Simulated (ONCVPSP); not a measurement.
# Pseudopotential generation for gallium: ONCV, PBEsol

Aim: build the potential from the settings below, then test how well it stands in for the atom: other configurations, scattering, ghost states and the plane-wave cutoff that it needs.

The numbers are computed with ONCVPSP 4.0.1.1 (patched build) (PBEsol, scalar-relativistic, spin-unpolarised reference atom).

### 1 Starting point

The settings as typed:

| Item | Value |
| --- | --- |
| element | gallium (Ga, Z = 31) |
| type | optimised norm-conserving Vanderbilt (ONCV) |
| frozen core | [Ne] |
| valence charge | 21 |
| reference configuration | 3s2 3p6 3d10 4s2 4p1 |
| partial waves | 3s+4s: rc 1.22 bohr, ncon 5, nbas 9, qcut 7.8 1/bohr, 2 projectors; 3p+4p: rc 0.90 bohr, ncon 4, nbas 8, qcut 16.6 1/bohr, 2 projectors; 3d: rc 1.32 bohr, ncon 4, nbas 9, qcut 12.1 1/bohr, 2 projectors, debl 0.5 Ha |
| local potential | polynomial inside 0.66 bohr (lpopt 5, dvloc0 0 Ha) |
| core correction | Teter function, fcfact 5, rcfact 1.35 |

The nodes and maxima of the atom's own shells, from an earlier all-electron run, set the scale for the radii.

All-electron outer shells of the reference configuration (PBEsol, scalar-relativistic, ld1.x):

```tsv
shell	level (eV)	outermost node (bohr)	outermost maximum (bohr)
2s	-1261.21	0.07	0.18
2p	-1098.23	–	0.15
3s	-147.78	0.27	0.56
3p	-98.68	0.24	0.56
3d	-19.16	–	0.53
4s	-8.96	0.81	1.90
4p	-2.57	0.87	2.53
```

### 2 The generation run

Ga.dat reads:

```
# ATOM AND REFERENCE CONFIGURATION
# atsym  z   nc   nv     iexc    psfile
  Ga 31.00    3    5  -116133      upf
#
#   n    l    f
    1    0    2.00
    2    0    2.00
    2    1    6.00
    3    0    2.00
    3    1    6.00
    3    2   10.00
    4    0    2.00
    4    1    1.00
#
# PSEUDOPOTENTIAL AND OPTIMIZATION
# lmax
    2
#
#   l,   rc,      ep,       ncon, nbas, qcut
    0    1.22    0.00    5    9    7.80
    1    0.90    0.00    4    8   16.60
    2    1.32    0.00    4    9   12.10
#
# LOCAL POTENTIAL
# lloc, lpopt,  rc(5),   dvloc0
    4    5    0.66    0.00
#
# VANDERBILT-KLEINMAN-BYLANDER PROJECTORs
# l, nproj, debl
    0    2    0.60
    1    2    2.40
    2    2    0.50
#
# MODEL CORE CHARGE
# icmod, fcfact, rcfact
    3    5.00    1.35
#
# LOG DERIVATIVE ANALYSIS
# epsh1, epsh2, depsh
   -7.00    5.00    0.04
#
# OUTPUT GRID
# rlmax, drl
    6.00    0.01
#
# TEST CONFIGURATIONS
# ncnf
    4
# nvcnf
#   n    l    f
    5
    3    0    2.00
    3    1    6.00
    3    2   10.00
    4    0    2.00
    4    1    0.00
#
    5
    3    0    2.00
    3    1    6.00
    3    2   10.00
    4    0    1.00
    4    1    0.00
#
    5
    3    0    2.00
    3    1    6.00
    3    2   10.00
    4    0    0.00
    4    1    0.00
#
    5
    3    0    2.00
    3    1    5.00
    3    2   10.00
    4    0    2.00
    4    1    1.00
#
```

The run is started by

```bash
$ oncvpsp.x < Ga.dat > Ga.out
```

What does the calculation give? Wanted: cutoffs for 1 and 0.1 mHa per electron, occupied waves; bound ghosts; GHOST(+) flags; largest test error; largest phase difference near zero energy, channels read; rms error of d²Exc/dn², without and with the model core; projector energies reset by the program.

**Answer**, as computed:

| quantity | value |
| --- | --- |
| cutoffs for 1 and 0.1 mHa per electron, occupied waves | 59 Ha and 119 Ha |
| bound ghosts | none found |
| GHOST(+) flags | none at low energy |
| largest test error (AE − PS) | -220 meV, for 3s2 3p5 3d10 4s2 4p1 (1 test unsolved) |
| largest phase difference near zero energy, channels read | 0.000 rad |
| rms error of d²Exc/dn², without and with the model core | 3.15 and 0.90 mHa |
| projector energies reset by the program | d: -0.704, 0.250 Ha |

By total energies transferability is fair for so large an energy: the largest error is 220 meV on 108.0 eV, for 3s2 3p5 3d10 4s2 4p1. That test lies far up in energy; among those under 40 eV, nearer to bonding, the largest error is 0.8 meV. Of the tests 1 gave no usable energy difference, which is a warning in itself. By its cutoff, 59 Ha for the looser tolerance, it is hard. No bound ghost shows below the valence levels. Near zero energy the phases of the channels with partial waves agree within 0.001 rad. All of this concerns the isolated atom, not yet a solid.
